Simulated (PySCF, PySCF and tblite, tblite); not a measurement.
# C6H10O2: a path driven as a shift of bonds, and NMR exchange

The task here is to estimate one member of a computed series from the others.

Programs: PySCF 2.14.0 with density-fitted response routines of our own, and tblite 0.8.0. All values are computed, except where a source is named. Atoms count from 0 throughout.

## The starting structure

18 atoms, charge 0, multiplicity 1; geometry from: force field or distance geometry start.

Bonds of the start (Å): C0–C1 1.49, C0–H10 1.12, C0–H8 1.10, C0–H9 1.11, C1–C3 1.47, C1–O2 1.26, C3–C4 1.49, C3–C5 1.34, C4–H11 1.12, C4–H12 1.12, C4–H13 1.10, C5–C6 1.50, C5–O7 1.38, C6–H14 1.11, C6–H15 1.09, C6–H16 1.11, O7–H17 1.00.

The first run:

Job settings and geometry (Å):

```
{"job": {"xc": "GFN2-xTB", "basis": "xTB", "kind": "relax"}, "charge": 0, "multiplicity": 1}
C     -2.908700     2.027100     2.149900
C     -2.299000     1.137200     1.122800
O     -3.019800     0.816000     0.146000
C     -0.923500     0.646500     1.249000
C     -0.058000     0.996300     2.415400
C     -0.497500    -0.159800     0.266600
C      0.896500    -0.725700     0.280400
O     -1.325700    -0.469200    -0.788800
H     -2.641900     3.069900     1.947500
H     -2.605800     1.727000     3.176000
H     -4.019700     1.909100     2.070300
H      0.090500     0.107400     3.077000
H      0.958100     1.343200     2.105100
H     -0.563000     1.765600     3.021000
H      0.809600    -1.783700    -0.055600
H      1.483700    -0.156100    -0.437600
H      1.347000    -0.732900     1.295300
H     -2.308400    -0.626700    -0.693900
```

On the command line:

```sh
> OMP_NUM_THREADS=1 python ens_run.py task.json out
```

One launch serves the whole session.

Steps of the session up to this table: GFN2-xTB relaxation, start minimum; Relaxed scan, to the middle; Relaxed scan, from the middle, back; Relaxed scan, from the middle, on; Nudged elastic band, leg 1; Saddle search, leg 1; DFT refinement, start: PBE0-D3(BJ)/def2-SVP; Shieldings, start: PBE0/pcSseg-1 in chloroform; Shieldings, saddle of leg 1: PBE0/pcSseg-1 in chloroform; Kinetics and line shapes; Shieldings, start: BP86/pcSseg-1 in chloroform; Single-point energy, saddle of leg 1: BP86/pcSseg-1 in chloroform; Second level: BP86/pcSseg-1 + D3(BJ), IEF-PCM chloroform.

One of the session's tables, all rows but one given; the rest of the session is left out.

Barriers by level (kcal/mol; entropies in cal/(mol K)). Zero-point and thermal terms come from xTB in every row. ΔG‡ leaves symmetry out; the rate counts one path; effective ΔG‡, where given, is the barrier that would give that rate by Eyring's equation alone:

| level | ΔE‡ | with zero-point | ΔH‡ | ΔG‡ (298 K) |
| --- | --- | --- | --- | --- |
| GFN2-xTB | ? | ? | ? | ? |
| PBE0-D3(BJ)/def2-SVP | 1.04 | -1.48 | -1.64 | -1.44 |
| PBE0/pcSseg-1 + D3(BJ), IEF-PCM chloroform | 1.02 | -1.49 | -1.66 | -1.46 |
| BP86/pcSseg-1 + D3(BJ), IEF-PCM chloroform | 0.33 | -2.19 | -2.36 | -2.16 |

**Question.** Estimate the row for GFN2-xTB.

The run gave: ΔE‡: 3.02; with zero-point: 0.51; ΔH‡: 0.34; ΔG‡ (298 K): 0.54. In the column «ΔE‡» it is the highest.

Where the barrier is not positive, the rates in the log have no meaning.

Caveats from the session: The moving atom is hydrogen and the barrier is narrow, so tunnelling, which is left out, should speed the exchange.
